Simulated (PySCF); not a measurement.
# NbSe2: the cost of one run

Computed with PySCF 2.14.0. Level: each script names its method and basis.

1 further run of the same task is left out (it didn't finish).

**1. Where the work starts**

NbSe2⁻ (triplet): 3 atoms, charge -1, spin multiplicity 3.

Bond lengths: Nb1–Se2 2.358 Å, Nb1–Se3 2.358 Å. Angles: Se2–Nb1–Se3 123.7°.

Geometry (Å):

```tsv
atom	x (Å)	y (Å)	z (Å)
Nb1	-0.7043	0.0114	0.0000
Se2	0.4088	-0.0066	2.0785
Se3	0.4088	-0.0066	-2.0785
```

**2. The run that the others are compared with**

The input, input.py:

```python
from pyscf import gto, scf

mol = gto.M(
    atom='Nb -0.7043 0.0114 0; Se 0.4088 -0.0066 2.0785; Se 0.4088 -0.0066 -2.0785',
    basis='def2-svp',
    ecp={'Nb': 'def2-svp'},
    charge=-1,
    spin=2,
    verbose=4,
)
mf = scf.UHF(mol)
mf.kernel()
mf.dip_moment()
print('orbital energies (hartree):', [e[max(0, n-3):n+3].round(4) for e, n in zip(mf.mo_energy, mol.nelec)])
```

The run is started by

```bash
> OMP_NUM_THREADS=1 python input.py
```

Q: Estimate wall time and peak memory on 1 thread of Arm Neoverse N1, shared host.

About 6.3 s, with a peak of 0.18 GiB.
